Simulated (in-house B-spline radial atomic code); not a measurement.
**Excited states and polarisability of Yb²⁴⁺ by several methods**

Aim: excitation energies, oscillator strengths, polarisability and C6 of Yb²⁴⁺ by linear response on several mean fields, with the cost of each.

Method: linear response of a closed shell, each method with its own adiabatic kernel; non-relativistic; B-spline basis; no spin-orbit coupling, no double excitations; only terms of natural parity, (−1)^L, with L up to 3 are computed. Code: in-house B-spline radial atomic code version 1.

## Step 1: What is computed

* element: ytterbium (Z = 70)
* charge: +24
* configuration: [Kr] 4d10
* runs: TDHF; PBE; BHandHLYP; exchange-only LDA; B97-1; ωB97X

Outer shells as boxes (Hund's rule):

Yb²⁴⁺
```
[Kr] core
4d [↑↓][↑↓][↑↓][↑↓][↑↓]
```

## Step 2: TDHF

Input settings:

```ini
Z = 70
electrons = 46.0
configuration = [Kr] 4d10
hamiltonian = nr
method = hf
box_radius = 4.86
intervals = 52
```

Command:

```bash
> python run_td.py task.json out
```

One command runs all members of the session, one after another, from task.json.

## Step 3: PBE

Settings: those of step 2 with these lines changed.

```diff
@@ -4,3 +4,3 @@
 hamiltonian = nr
-method = hf
+method = pbe,pbe
 box_radius = 4.86
```

## Step 4: BHandHLYP

Settings: those of step 3 with these lines changed.

```diff
@@ -4,3 +4,3 @@
 hamiltonian = nr
-method = pbe,pbe
+method = bhandhlyp
 box_radius = 4.86
```

## Step 5: exchange-only LDA

Settings: those of step 4 with these lines changed.

```diff
@@ -4,3 +4,3 @@
 hamiltonian = nr
-method = bhandhlyp
+method = lda,
 box_radius = 4.86
```

## Step 6: B97-1

Settings: those of step 5 with these lines changed.

```diff
@@ -4,3 +4,3 @@
 hamiltonian = nr
-method = lda,
+method = b97_1
 box_radius = 4.86
```

## Step 7: ωB97X

Settings: those of step 6 with these lines changed.

```diff
@@ -4,3 +4,3 @@
 hamiltonian = nr
-method = b97_1
+method = wb97x
 box_radius = 4.86
```

Q: Predict the outcome of this session. Wanted: for each run, threshold; 4d→4f ¹P; 4d→4f ³P, Tamm-Dancoff; α; C6.

**Answer**, as computed:

```tsv
run	threshold (eV)	4d→4f ¹P (eV)	4d→4f ³P, Tamm-Dancoff (eV)	α (bohr³)	C6 (hartree bohr⁶)	time
TDHF	891.35	216.56	170.04	0.1083	0.08956	2.7 s
PBE	867.65	217.11	171.00	0.1084	0.08987	2 s
BHandHLYP	880.07	216.75	170.48	0.1084	0.08973	2 s
exchange-only LDA	864.88	216.69	170.45	0.1086	0.09004	1.4 s
B97-1	872.89	216.76	170.78	0.1084	0.08973	2.2 s
ωB97X	875.33	217.12	171.10	0.1082	0.08958	2.5 s
```

What this shows: α runs from 0.108 (ωB97X) to 0.109 bohr³ (exchange-only LDA). The semilocal functionals put the threshold at 864.88 to 867.65 eV, under Hartree-Fock's 891.35 eV, through self-interaction. The dearest run, TDHF, took 1.9 times as long as exchange-only LDA. Relativity is absent, so for an element this heavy the values are those of a model, not of the real ion.
